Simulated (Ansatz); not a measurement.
# CHGaN (quartet): wave-function methods side by side at a displaced geometry (v2), cc-pVDZ

The task here is to estimate one member of a computed series from the others.

Computed with Ansatz 0.2.0, Gaussian basis. Level: cc-pVDZ, core rule «outside noble gas», up to 16 orbitals frozen.

The runs, in order: UHF; CCSD(T) on ROHF; CCSD(T) on UHF; BCCD(T) on ROHF; CISD as a restricted active space (open shells left free, so some higher excitations enter); CCSDT(Q) on ROHF; CCSDT(Q) on UHF.

31 further runs of the same task are left out: 5 for a known fault of the program, 18 that didn't finish, 8 set aside as unsound or not needed. Runs told in other sessions of the task aren't counted.

### The system

The geometry is a PBE0/def2-TZVP stationary point (not a proven minimum) with its atoms shifted at random (size 0.100 Å). No spin-orbit coupling is included. The filled d shell of Ga may be among the frozen orbitals whatever the setting's name suggests.

4 atoms, charge 0, spin multiplicity 4.

Atoms are counted from 1 here; the program's logs count them from 0.

Bond lengths: C1–N2 1.206 Å, C1–H4 1.061 Å, N2–Ga3 1.791 Å. Angles: N2–C1–H4 139.6°, C1–N2–Ga3 166.1°.

The first run:

Input file in.yaml:

```yaml
crystal:
  periodic: [false, false, false]
  atoms:
    - {symbol: C, position_ang: [0.064555, -0.207007, 0.814154]}
    - {symbol: N, position_ang: [-0.100262, -0.047456, -0.369976]}
    - {symbol: Ga, position_ang: [-0.023683, -0.100807, -2.158570]}
    - {symbol: H, position_ang: [0.059390, 0.355270, 1.714393]}
basis:
  gaussian: {orbitals: cc-pVDZ}
magnetization: {spin_polarized: true, initial_magnetization: 3}
hamiltonian: {xc: hf}
output: {orbitals: {seedname: orbitals}}
```

Command:

```console
> ansatz run in.yaml --threads 1 --pin off --events-out ev --progress --plain --max-ram 2393MiB
```

Steps of the session up to this table: UHF; CCSD(T) on ROHF; CCSD(T) on UHF; BCCD(T) on ROHF; CISD as a restricted active space (open shells left free, so some higher excitations enter); CCSDT(Q) on ROHF; CCSDT(Q) on UHF.

One of the session's tables, all rows but one given; the rest of the session is left out.

It belongs to the step «Misses and costs». 

```
   method  from RCCSDT(Q) (kcal/mol)
     ROHF                    +218.88
      UHF                    +211.14
     RMP2                     +24.78
     UMP2                     +28.75
    RCCSD                     +11.66
    UCCSD                          ?
 RCCSD(T)                      +2.05
 UCCSD(T)                      +1.63
  BCCD(T)                      +1.80
   RCCSDT                      +1.19
   UCCSDT                      +0.63
RCCSDT(Q)                          0
UCCSDT(Q)                      -0.53
```

Estimate the missing values for UCCSD.

As computed: from RCCSDT(Q) (kcal/mol): +10.57. In the column «from RCCSDT(Q) (kcal/mol)» it lies between RCCSD(T) (+2.05) and RCCSD (+11.66).

Not comparable, so not listed: CISD as a restricted active space (open shells left free, so some higher excitations enter) (they don't share determinant, frozen orbitals or solution with the rows shown, or repeat one).

Limits of these values: Warnings: spin contamination; large T1 diagnostic. Restricted and unrestricted rows rest on different reference determinants; a gap between their highest levels can come from leftover correlation error, from unlike frozen cores or from another state.
